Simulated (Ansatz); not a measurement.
# MP2/def2-SVP run of AlSiH3Cl2 (SMILES [SiH3][Al]([Cl])[Cl])

What is the vertical singlet–triplet gap of AlSiH3Cl2 at MP2/def2-SVP? 

The results are computed with Ansatz 0.2.0.

45 further runs of the same task are left out: 45 set aside as unsound or not needed. Runs told in other sessions of the task aren't counted.

## Step 1: The system as given

AlSiH3Cl2: 7 atoms, total charge 0, spin state singlet. SMILES: `[SiH3][Al]([Cl])[Cl]`. Geometry: relaxed at PBE0-D4/def2-TZVP.

Bond lengths: Si1–Al2 2.433 Å, Al2–Cl3 2.091 Å, Al2–Cl4 2.091 Å, Si1–H5 1.486 Å, Si1–H6 1.488 Å, Si1–H7 1.488 Å. Angles: Si1–Al2–Cl3 120.8°, Si1–Al2–Cl4 122.3°, Cl3–Al2–Cl4 117.0°, Al2–Si1–H5 111.1°, Al2–Si1–H6 109.7°, Al2–Si1–H7 109.5°, H5–Si1–H6 109.1°, H5–Si1–H7 109.0°, H6–Si1–H7 108.3°.

## Step 2: A single-point energy at MP2/def2-SVP

in.yaml

```yaml
crystal:
  periodic: [false, false, false]
  atoms:
    - symbol: Si
      position_ang: [-0.434800, 0.999700, -0.278300]
    - symbol: Al
      position_ang: [0.497800, -1.172400, 0.296300]
    - symbol: Cl
      position_ang: [2.290200, -1.318600, 1.363300]
    - symbol: Cl
      position_ang: [-0.432100, -2.964700, -0.245300]
    - symbol: H
      position_ang: [-1.709600, 0.853800, -1.028500]
    - symbol: H
      position_ang: [-0.687900, 1.781100, 0.962600]
    - symbol: H
      position_ang: [0.537600, 1.753200, -1.115800]
basis:
  gaussian:
    orbitals: def2-SVP
correlation:
  method: mp2
  frozen_orbitals: {Al: 5, Cl: 5, H: 0, Si: 5}
accuracy: high
```

The run is started by

```console
$ ansatz run in.yaml --threads 1 --pin off --max-ram 2610MiB --events-out events.jsonl --progress --plain --runs-dir runs
```

What it wrote:

```text
Warning: RAYON_NUM_THREADS=1 ignored (pool sized by the plan → 1); use --threads N
Functional definition: HF
  name "HF"
  exchange = exact_x
  correlation = 0
1713 factors; integrals over basis functions are off by at most 5.6e-9 eV
mean field evaluation 1: about -39490.0720 eV, gradient 1.8e1 eV
mean field evaluation 2: about -39490.0791 eV, gradient 1.8e1 eV
mean field evaluation 4: about -39491.5410 eV, gradient 1.8e0 eV
mean field evaluation 8: about -39491.5611 eV, gradient 3.6e-4 eV
mean field -39491.56114660 eV, -1451.2881037959 hartree, gradient 2.6e-8 eV, S^2 0.000000; 0 other end points of the search recorded, 0 dependent functions left out
20 core orbitals not correlated: weight in the atoms' cores, before any rotation towards them, 1.000 or more for the frozen orbitals, at most 0.000 for the correlated occupied ones
reference -39491.56114660 eV, -1451.2881037959 hartree; 12, 12 occupied and 55, 55 virtual orbitals, 1713 factors
second order -11.41545044 eV of doubles, -0.00000000 eV of singles
Total energy: -39502.97659704 eV, -1451.7076138618 hartree
```

Run time: 2.7 s. Hardware: 1 thread of Arm Neoverse V2, shared host; peak memory 0.24 GiB.

## Step 3: The triplet at the same level

in.yaml

```yaml
basis:
  gaussian: {orbitals: def2-SVP}
crystal:
  periodic: [false, false, false]
  atoms:
    - {symbol: Si, position_ang: [-0.434800, 0.999700, -0.278300]}
    - {symbol: Al, position_ang: [0.497800, -1.172400, 0.296300]}
    - {symbol: Cl, position_ang: [2.290200, -1.318600, 1.363300]}
    - {symbol: Cl, position_ang: [-0.432100, -2.964700, -0.245300]}
    - {symbol: H, position_ang: [-1.709600, 0.853800, -1.028500]}
    - {symbol: H, position_ang: [-0.687900, 1.781100, 0.962600]}
    - {symbol: H, position_ang: [0.537600, 1.753200, -1.115800]}
correlation: {method: mp2, frozen_orbitals: {Al: 5, Cl: 5, H: 0, Si: 5}}
magnetization: {spin_polarized: true, initial_magnetization: 2}
accuracy: high
```

The run is started by

```console
$ ansatz run in.yaml --threads 1 --pin off --max-ram 2610MiB --events-out events.jsonl --progress --plain --runs-dir runs
```

What it wrote:

```text
Warning: RAYON_NUM_THREADS=1 ignored (pool sized by the plan → 1); use --threads N
Functional definition: HF
  name "HF"
  exchange = exact_x
  correlation = 0
1713 factors; integrals over basis functions are off by at most 5.6e-9 eV
mean field evaluation 1: about -39484.8636 eV, gradient 1.3e1 eV
mean field evaluation 2: about -39484.8745 eV, gradient 1.3e1 eV
mean field evaluation 4: about -39486.8369 eV, gradient 2.4e0 eV
mean field evaluation 8: about -39486.9648 eV, gradient 1.6e-1 eV
mean field evaluation 16: about -39486.8255 eV, gradient 1.9e0 eV
mean field -39486.96555532 eV, -1451.1192189314 hartree, gradient 4.0e-8 eV, S^2 2.006182; 2 other end points of the search recorded, 0 dependent functions left out
20 core orbitals not correlated: weight in the atoms' cores, before any rotation towards them, 1.000 or more for the frozen orbitals, at most 0.000 for the correlated occupied ones
reference -39486.96555532 eV, -1451.1192189314 hartree; 13, 11 occupied and 54, 56 virtual orbitals, 1713 factors
second order -11.07574028 eV of doubles, -0.00000000 eV of singles
Total energy: -39498.04129560 eV, -1451.5262448793 hartree
```

Run time: 5.1 s. Hardware: 1 thread of Arm Neoverse V2, shared host; peak memory 0.33 GiB.

## Step 4: Results

Level: MP2/def2-SVP, 20 core orbitals frozen.

| quantity | value |
| --- | --- |
| singlet: total energy | -1451.70761 Eh |
| singlet: correlation energy (20 core orbitals frozen) | -419.5 mEh |
| triplet: total energy | -1451.52624 Eh |
| triplet: correlation energy (20 core orbitals frozen) | -407.0 mEh |
| triplet: ⟨S²⟩ of the reference determinant | 2.006 |
| vertical energy of the triplet above the singlet | 4.935 eV |

**Reading.** At this shape the triplet lies 4.94 eV (476 kJ/mol) above the singlet.
